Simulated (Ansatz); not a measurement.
This script drives the Python package of Ansatz (0.2.0).

Script `md_clf2hsn.py`:
```python
"""Molecular dynamics of one ClF2HSn molecule."""

import logging
import sys

import ansatz as az
from ase import Atoms
import numpy as np

logging.basicConfig(stream=sys.stdout, format="%(levelname)s %(message)s")
logger = logging.getLogger("run")
logger.setLevel(logging.INFO)

atoms = Atoms(["F", "Sn", "F", "Cl", "H"], positions=[
    (-0.1592, -0.8282, 1.7968),
    (0.0779, 0.0158, 0.0382),
    (-0.2213, 1.9407, 0.1418),
    (-1.3675, -0.8852, -1.5105),
    (1.72, -0.3166, -0.5077),
])
system = az.Crystal.molecule_from_ase(atoms)

base = system.calculation()
base = base.basis(gaussian="def2-SVP").functional("hf")
symbols = [site.symbol for site in system.cartesian_sites]
start = np.array([site.position_ang for site in system.cartesian_sites], dtype=float)
summary = base.relax(force_tolerance=0.02).run(threads=1, backend="cpu").report
end = np.array(summary["positions_ang"])
minimum = az.Crystal.molecule()
for symbol, place in zip(symbols, end):
    minimum = minimum.atom(symbol, place.tolist())

# dynamics from the relaxed geometry
base = (
    minimum.calculation()
    .basis(gaussian="def2-SVP")
    .functional("hf")
    .md("nve", timestep=0.5, steps=20, temperature=500, initial_velocities="maxwell_boltzmann", seed=94)
)
frames = []
done = base.session().plan().execute(on_event=lambda e: frames.append(e["data"]) if e["event"] == "md_step" else None)
logger.info("t (fs)   E_pot (eV)      E_kin (eV)   T (K)   d(0-1) (A)")
for f in frames[::1]:
    xyz = np.array(f["positions_ang"])
    logger.info(f"{f['time_fs']:6.2f} {f['lagrangian_ev']:14.5f} {f['e_kin_ev']:10.5f} {f['temperature_k']:8.1f} {np.linalg.norm(xyz[0] - xyz[1]):9.4f}")
kept = np.array([f["conserved_ev"] for f in frames])
logger.info(f"conserved energy moves by at most {1000 * np.ptp(kept):.3f} meV")
```

It is started by `python md_clf2hsn.py`. How long does it take on 1 thread of Intel(R) Xeon(R) Platinum 8259CL CPU @ 2.50GHz (Skylake/Cascade Lake) (shared host), and how much memory does it need?

It took about 100 s, with a peak of 0.28 GiB, for 2 runs of the engine.

Output of `python md_clf2hsn.py`:
```text
INFO t (fs)   E_pot (eV)      E_kin (eV)   T (K)   d(0-1) (A)
INFO   0.00   -23730.61611    0.19389    500.0    1.8990
INFO   0.50   -23730.61471    0.19251    496.4    1.8984
INFO   1.00   -23730.61071    0.18855    486.2    1.8979
INFO   1.50   -23730.60467    0.18256    470.8    1.8974
INFO   2.00   -23730.59742    0.17538    452.3    1.8969
INFO   2.50   -23730.58991    0.16792    433.0    1.8964
INFO   3.00   -23730.58298    0.16103    415.3    1.8959
INFO   3.50   -23730.57725    0.15531    400.5    1.8955
INFO   4.00   -23730.57292    0.15098    389.3    1.8950
INFO   4.50   -23730.56982    0.14784    381.2    1.8945
INFO   5.00   -23730.56741    0.14537    374.9    1.8941
INFO   5.50   -23730.56494    0.14285    368.4    1.8936
INFO   6.00   -23730.56165    0.13953    359.8    1.8932
INFO   6.50   -23730.55694    0.13480    347.6    1.8928
INFO   7.00   -23730.55047    0.12833    330.9    1.8924
INFO   7.50   -23730.54221    0.12009    309.7    1.8920
INFO   8.00   -23730.53244    0.11035    284.6    1.8917
INFO   8.50   -23730.52170    0.09966    257.0    1.8914
INFO   9.00   -23730.51067    0.08867    228.7    1.8911
INFO   9.50   -23730.50008    0.07813    201.5    1.8909
INFO  10.00   -23730.49064    0.06871    177.2    1.8906
INFO conserved energy moves by at most 0.294 meV
```

Notes:
- Total energies depend on the basis set; only differences at equal settings carry meaning.
- The trajectory is only some femtoseconds long, so its temperature is not equilibrated; where the script doesn't relax first, it starts from a rough generated geometry.
- def2 sets replace the cores of elements past krypton by effective core potentials.
- The temperature counts the internal degrees of freedom alone.
